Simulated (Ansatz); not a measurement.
Geometry optimisation, Ansatz 0.2.0, DFT PBE, scalar-relativistic, plane waves, PAW.

The input (input.yaml):

```yaml
crystal:
  lattice:
    - [10.86, 0.0, 0.0]
    - [0.0, 10.86, 0.0]
    - [0.0, 0.0, 10.86]
  atoms:
    - { symbol: Si, position: [0.5, 0.0, 0.0] }
    - { symbol: Si, position: [0.625, 0.125, 0.125] }
    - { symbol: Al, position: [0.875, 0.125, -0.125], spin: 1.0 }
    - { symbol: Si, position: [0.875, 0.375, 0.125] }
    - { symbol: Si, position: [0.75, 0.0, 0.25] }
    - { symbol: Si, position: [0.875, 0.125, 0.375] }
    - { symbol: Si, position: [0.0, 0.0, 0.0] }
    - { symbol: Si, position: [0.125, 0.125, 0.125] }
    - { symbol: Si, position: [0.25, 0.25, 0.0] }
    - { symbol: Si, position: [0.375, 0.375, 0.125] }
    - { symbol: Si, position: [0.5, 0.5, 0.0] }
    - { symbol: Si, position: [0.625, 0.625, 0.125] }
    - { symbol: Si, position: [0.75, 0.75, 0.0] }
    - { symbol: Si, position: [0.875, 0.875, 0.125] }
    - { symbol: Si, position: [0.25, 0.0, 0.25] }
    - { symbol: Si, position: [0.375, 0.125, 0.375] }
    - { symbol: Si, position: [0.5, 0.25, 0.25] }
    - { symbol: Si, position: [0.625, 0.375, 0.375] }
    - { symbol: Si, position: [0.75, 0.5, 0.25] }
    - { symbol: Si, position: [0.875, 0.625, 0.375] }
    - { symbol: Si, position: [0.5, 0.0, 0.5] }
    - { symbol: Si, position: [0.625, 0.125, 0.625] }
    - { symbol: Si, position: [0.75, 0.25, 0.5] }
    - { symbol: Si, position: [0.875, 0.375, 0.625] }
    - { symbol: Si, position: [0.75, 0.0, 0.75] }
    - { symbol: Si, position: [0.0, 0.5, 0.0] }
    - { symbol: Si, position: [0.125, 0.625, 0.125] }
    - { symbol: Si, position: [0.25, 0.75, 0.0] }
    - { symbol: Si, position: [0.375, 0.875, 0.125] }
    - { symbol: Si, position: [0.0, 0.25, 0.25] }
    - { symbol: Si, position: [0.125, 0.375, 0.375] }
    - { symbol: Si, position: [0.25, 0.5, 0.25] }
    - { symbol: Si, position: [0.375, 0.625, 0.375] }
    - { symbol: Si, position: [0.5, 0.75, 0.25] }
    - { symbol: Si, position: [0.625, 0.875, 0.375] }
    - { symbol: Si, position: [0.0, 0.0, 0.5] }
    - { symbol: Si, position: [0.125, 0.125, 0.625] }
    - { symbol: Si, position: [0.25, 0.25, 0.5] }
    - { symbol: Si, position: [0.375, 0.375, 0.625] }
    - { symbol: Si, position: [0.5, 0.5, 0.5] }
    - { symbol: Si, position: [0.625, 0.625, 0.625] }
    - { symbol: Si, position: [0.75, 0.75, 0.5] }
    - { symbol: Si, position: [0.875, 0.875, 0.625] }
    - { symbol: Si, position: [0.25, 0.0, 0.75] }
    - { symbol: Si, position: [0.375, 0.125, 0.875] }
    - { symbol: Si, position: [0.5, 0.25, 0.75] }
    - { symbol: Si, position: [0.625, 0.375, 0.875] }
    - { symbol: Si, position: [0.75, 0.5, 0.75] }
    - { symbol: Si, position: [0.875, 0.625, 0.875] }
    - { symbol: Si, position: [0.0, 0.75, 0.25] }
    - { symbol: Si, position: [0.125, 0.875, 0.375] }
    - { symbol: Si, position: [0.0, 0.5, 0.5] }
    - { symbol: Si, position: [0.125, 0.625, 0.625] }
    - { symbol: Si, position: [0.25, 0.75, 0.5] }
    - { symbol: Si, position: [0.375, 0.875, 0.625] }
    - { symbol: Si, position: [0.0, 0.25, 0.75] }
    - { symbol: Si, position: [0.125, 0.375, 0.875] }
    - { symbol: Si, position: [0.25, 0.5, 0.75] }
    - { symbol: Si, position: [0.375, 0.625, 0.875] }
    - { symbol: Si, position: [0.5, 0.75, 0.75] }
    - { symbol: Si, position: [0.625, 0.875, 0.875] }
    - { symbol: Si, position: [0.0, 0.75, 0.75] }
    - { symbol: Si, position: [0.125, 0.875, 0.875] }
magnetization:
  spin_polarized: true
basis:
  ecutwfc: 420.0
kpoints:
  mp_grid: { grid: [1, 1, 1] }
hamiltonian:
  xc: pbe
  pseudopotentials: { kind: paw, azcp: { folder: soft_1 } }
scf:
  occupations: { method: gaussian, width: 0.02 }
  lower_state_search: "off"
relax:
  f_tol: 0.03
  max_steps: 60
  adjacent_minimum: "off"
```

Command:

```bash
$ ansatz run input.yaml --threads 4 --pin off --max-ram 10240MiB --backend cpu --events-out ev --progress --plain --runs-dir out
```

**Question.** Where does it end, and by what steps?

**Answer.** It converged. Limits of this set-up: coarse k mesh, a typed lattice constant that wasn't relaxed here. After 7 steps the energy has fallen by 0.472 eV; Al3 moved furthest, 1.14 Å. Joined: Si2–Al3 (3.84 → 2.78 Å), Al3–Si4 (3.84 → 2.78 Å), Al3–Si47 (3.84 → 2.78 Å).

```tsv
step	energy less start (eV)	largest force component (eV/Å)	accepted
0	0.0000	0.803	yes
1	-0.2066	0.243	yes
2	-0.2713	0.150	yes
3	-0.3282	0.115	yes
4	-0.3829	0.122	yes
5	-0.4307	0.112	yes
6	-0.4629	0.056	yes
7	-0.4719	0.009	yes
```

```xyz
63
Lattice="10.8600 0.0000 0.0000 0.0000 10.8600 0.0000 0.0000 0.0000 10.8600" Properties=species:S:1:pos:R:3
Si 5.439 -0.024 -0.010
Si 6.941 1.323 1.204
Al 8.844 2.016 -0.699
Si 9.537 3.919 1.204
Si 8.155 -0.024 2.706
Si 9.513 1.347 4.062
Si -0.131 0.131 0.015
Si 1.370 1.346 1.361
Si 2.726 2.703 -0.012
Si 4.126 4.040 1.325
Si 5.531 5.329 -0.057
Si 6.820 6.734 1.325
Si 8.157 8.134 -0.012
Si 9.514 9.490 1.361
Si 2.728 -0.027 2.718
Si 4.099 1.353 4.046
Si 5.531 2.658 2.614
Si 6.820 4.040 4.019
Si 8.202 5.329 2.614
Si 9.507 6.761 4.046
Si 5.427 -0.027 5.417
Si 6.784 1.346 6.775
Si 8.157 2.703 5.419
Si 9.514 4.076 6.775
Si 8.130 0.131 8.276
Si 0.024 5.421 -0.010
Si 1.381 6.779 1.365
Si 2.709 8.151 -0.017
Si 4.081 9.479 1.365
Si 0.024 2.705 2.706
Si 1.381 4.080 4.064
Si 2.762 5.402 2.687
Si 4.085 6.775 4.060
Si 5.458 8.098 2.687
Si 6.780 9.479 4.064
Si -0.011 0.011 5.462
Si 1.278 1.392 6.867
Si 2.709 2.698 5.436
Si 4.081 4.080 6.764
Si 5.458 5.402 5.383
Si 6.780 6.779 6.764
Si 8.162 8.151 5.436
Si 9.468 9.582 6.867
Si 2.683 0.011 8.156
Si 4.083 1.347 9.492
Si 5.439 2.705 8.121
Si 6.941 3.919 9.468
Si 8.155 5.421 8.121
Si 9.513 6.777 9.492
Si 0.027 8.132 2.718
Si 1.351 9.509 4.097
Si 0.027 5.433 5.417
Si 1.351 6.812 6.794
Si 2.724 8.136 5.421
Si 4.048 9.509 6.794
Si -0.131 2.730 8.276
Si 1.370 4.076 9.491
Si 2.728 5.433 8.118
Si 4.099 6.761 9.498
Si 5.427 8.132 8.118
Si 6.784 9.490 9.491
Si -0.011 8.177 8.156
Si 1.278 9.582 9.537
```

Whether the end is a true minimum wasn't checked by a vibrational analysis.

Run time: 54 s on 4 threads of Intel(R) Xeon(R) Platinum 8259CL CPU @ 2.50GHz (Skylake/Cascade Lake) (shared host), peak memory 1.6 GiB.
